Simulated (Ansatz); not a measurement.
# GePHS (singlet): the correlation ladder, cc-pVDZ

Aim: climb from Hartree-Fock through coupled cluster for GePHS (singlet) at one geometry and basis, and see what each rung misses.

Method: cc-pVDZ, core rule «outside noble gas», up to 24 orbitals frozen; program: Ansatz 0.2.0, Gaussian basis.

To be run: UHF; CCSD(T) on RHF; CCSD(T) on UHF; BCCD(T) on RHF; CISD; CCSDT(Q) on RHF; CCSDT(Q) on UHF.

21 further runs of the same task are left out: 13 that didn't finish, 8 set aside as unsound or not needed.

## (1) What is computed

The geometry is a PBE0/def2-TZVP stationary point (not a proven minimum). No spin-orbit coupling is included. The filled d shell of Ge may be among the frozen orbitals whatever the setting's name suggests; the logs give the count.

4 atoms, charge 0, spin multiplicity 1.

Atoms are counted from 1 here; the program's logs count them from 0.

Bond lengths: P1–Ge2 2.006 Å, Ge2–S3 2.177 Å, S3–H4 1.346 Å. Angles: P1–Ge2–S3 177.1°, Ge2–S3–H4 93.3°.

## (2) UHF

The input, in.yaml:

```yaml
crystal:
  periodic: [false, false, false]
  atoms:
    - {symbol: P, position_ang: [0.000010, -0.297188, 2.626242]}
    - {symbol: Ge, position_ang: [-0.000029, -0.283159, 0.620283]}
    - {symbol: S, position_ang: [0.000006, -0.379449, -1.555017]}
    - {symbol: H, position_ang: [0.000013, 0.959796, -1.691508]}
basis:
  gaussian: {orbitals: cc-pVDZ}
magnetization: {spin_polarized: true, initial_magnetization: 0}
hamiltonian: {xc: hf}
output: {orbitals: {seedname: orbitals}}
```

Run with:

```bash
> ansatz run in.yaml --threads 1 --pin off --events-out ev --progress --plain --max-ram 2393MiB
```

After this run come: CCSD(T) on RHF; CCSD(T) on UHF; BCCD(T) on RHF; CISD; CCSDT(Q) on RHF; CCSDT(Q) on UHF.

Before running them: what should the planned runs give, taken together? Wanted: RCCSDT(Q) below the RHF energy; RMP2 from RCCSDT(Q); UMP2 from RCCSDT(Q); RCCSD from RCCSDT(Q); RCCSD(T) from RCCSDT(Q); UCCSD(T) from RCCSDT(Q); UCCSDT(Q) from RCCSDT(Q); T1 diagnostic.

The runs gave:

| quantity | value |
| --- | --- |
| RCCSDT(Q) below the RHF energy | -10.5366 eV |
| RMP2 from RCCSDT(Q) | +1359.3 meV |
| UMP2 from RCCSDT(Q) | +2021.5 meV |
| RCCSD from RCCSDT(Q) | +599.9 meV |
| RCCSD(T) from RCCSDT(Q) | +86.1 meV |
| UCCSD(T) from RCCSDT(Q) | +142.7 meV |
| UCCSDT(Q) from RCCSDT(Q) | -0.2 meV |
| levels within 1 kcal/mol (43 meV) | UCCSDT(Q) |
| T1 diagnostic | 0.019 |

**Reading.** RCCSD(T) misses by +86.1 meV, 0.8 % of the correlation energy. CCSD(T) misses by +86.1 meV on the restricted determinant and by +142.7 meV on the unrestricted one; the two need not hold the same state or core. These misses are within one basis, not against nature.
